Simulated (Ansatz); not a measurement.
**H3NS2Si: short molecular-dynamics run**

How does H3NS2Si move over a short run? A script is to give a short molecular-dynamics run; the system is H3NS2Si.

Program: Ansatz 0.2.0 through its Python package. Level of theory: Hartree-Fock/def2-SVP. These are calculated values, not measurements.

## Step 1: Starting point

Bond lengths: N1–Si2 1.619 Å, Si2–S3 2.135 Å, Si2–S4 2.073 Å, S3–S4 2.003 Å, N1–H5 1.017 Å, N1–H6 1.025 Å, Si2–H7 1.505 Å. Angles: N1–Si2–S3 102.9°, N1–Si2–S4 115.2°, N1–Si2–H7 120.6°, S3–Si2–S4 56.8°, S3–Si2–H7 107.2°, S4–Si2–H7 124.2°, Si2–N1–H5 112.0°, Si2–N1–H6 111.9°, H5–N1–H6 102.4°, Si2–S3–S4 60.0°, Si2–S4–S3 63.1°.

No structure file is read: the coordinates are typed or built in the script.

## Step 2: The code

File md_h3ns2si.py:

```python
"""Molecular dynamics of one H3NS2Si molecule."""

import warnings

import ansatz as az
import numpy as np

warnings.simplefilter("ignore", az.DeckWarning)

geometry_ang = [
    ("N", (-0.7471, 0.8391, -0.463)),
    ("Si", (0.5155, -0.1736, -0.4672)),
    ("S", (0.5937, -0.8474, 1.5571)),
    ("S", (0.0874, -2.122, 0.0969)),
    ("H", (-0.6624, 1.5513, 0.2579)),
    ("H", (-1.6173, 0.3643, -0.2018)),
    ("H", (1.8914, 0.3204, -0.8257)),
]
mol = az.Crystal.molecule()
for symbol, xyz in geometry_ang:
    mol = mol.atom(symbol, xyz)

calc = mol.calculation()
calc = calc.basis(gaussian="def2-SVP")
calc = calc.functional("hf")
symbols = [site.symbol for site in mol.cartesian_sites]
start = np.array([site.position_ang for site in mol.cartesian_sites], dtype=float)
rep = calc.relax(force_tolerance=0.02).run().report
end = np.array(rep["positions_ang"])
minimum = az.Crystal.molecule()
for symbol, place in zip(symbols, end):
    minimum = minimum.atom(symbol, place.tolist())

# dynamics from the relaxed geometry
calc = (
    minimum.calculation()
    .basis(gaussian="def2-SVP")
    .functional("hf")
    .md("nvt_langevin", timestep=0.5, steps=40, temperature=200, initial_velocities="maxwell_boltzmann", seed=57, friction=0.02)
)
frames = []
result = calc.session().plan().execute(on_event=lambda e: frames.append(e["data"]) if e["event"] == "md_step" else None)
print("t (fs)   E_pot (eV)      E_kin (eV)   T (K)   d(0-1) (A)")
for f in frames[::3]:
    xyz = np.array(f["positions_ang"])
    print(f"{f['time_fs']:6.2f} {f['lagrangian_ev']:14.5f} {f['e_kin_ev']:10.5f} {f['temperature_k']:8.1f} {np.linalg.norm(xyz[0] - xyz[1]):9.4f}")
print("mean temperature", round(float(np.mean([f["temperature_k"] for f in frames])), 1), "K")
symbols = [site.symbol for site in mol.cartesian_sites]
with open("last_frame.xyz", "w") as handle:
    handle.write(f"{len(symbols)}\nt = {frames[-1]['time_fs']} fs\n")
    handle.writelines("{:2s} {:10.5f} {:10.5f} {:10.5f}\n".format(s, *xyz) for s, xyz in zip(symbols, frames[-1]["positions_ang"]))
```

## Step 3: The input behind the calls

The engine receives this input (first run):

```yaml
crystal:
  periodic: [false, false, false]
  atoms:
    - { symbol: "N", position_ang: [-0.7471, 0.8391, -0.463] }
    - { symbol: Si, position_ang: [0.5155, -0.1736, -0.4672] }
    - { symbol: S, position_ang: [0.5937, -0.8474, 1.5571] }
    - { symbol: S, position_ang: [0.0874, -2.122, 0.0969] }
    - { symbol: H, position_ang: [-0.6624, 1.5513, 0.2579] }
    - { symbol: H, position_ang: [-1.6173, 0.3643, -0.2018] }
    - { symbol: H, position_ang: [1.8914, 0.3204, -0.8257] }
basis:
  gaussian:
    orbitals: def2-SVP
hamiltonian:
  xc: hf
relax:
  f_tol: 0.02
```

## Step 4: Running it

On the command line:

```
> python md_h3ns2si.py
```

Without the output at hand: what should come out? Wanted: moves of the relaxation of run 1; energy gained in run 1; last largest force component of run 1; mean temperature, second half; farthest move.

The runs gave:

| quantity | value |
| --- | --- |
| runs compared | 2 |
| moves of the relaxation of run 1 | 9 |
| energy gained in run 1 | 1.297 eV |
| last largest force component of run 1 | 0.0018 eV/Å |
| length of the run | 40 steps, 20 fs |
| mean temperature, second half | 100 K |
| farthest move | 0.18 Å |

What this shows: Run 1: After 9 moves the largest shift is 0.977 Å, of atom 5 (H). So large a move can change the bonding: the results belong to the relaxed structure. The temperature swings between 76 and 171 K, with a mean of 100 K in the second half; from a start near a minimum about half of the kinetic energy passes into potential energy. 20 fs show the first vibrations only, not equilibrium. What to keep in mind:
- The trajectory is only some femtoseconds long, and gives no averages; where the script doesn't relax first, it starts from a rough generated geometry.
- The printed temperature counts all 3N degrees of freedom under Langevin dynamics, so the first row lies under the target.
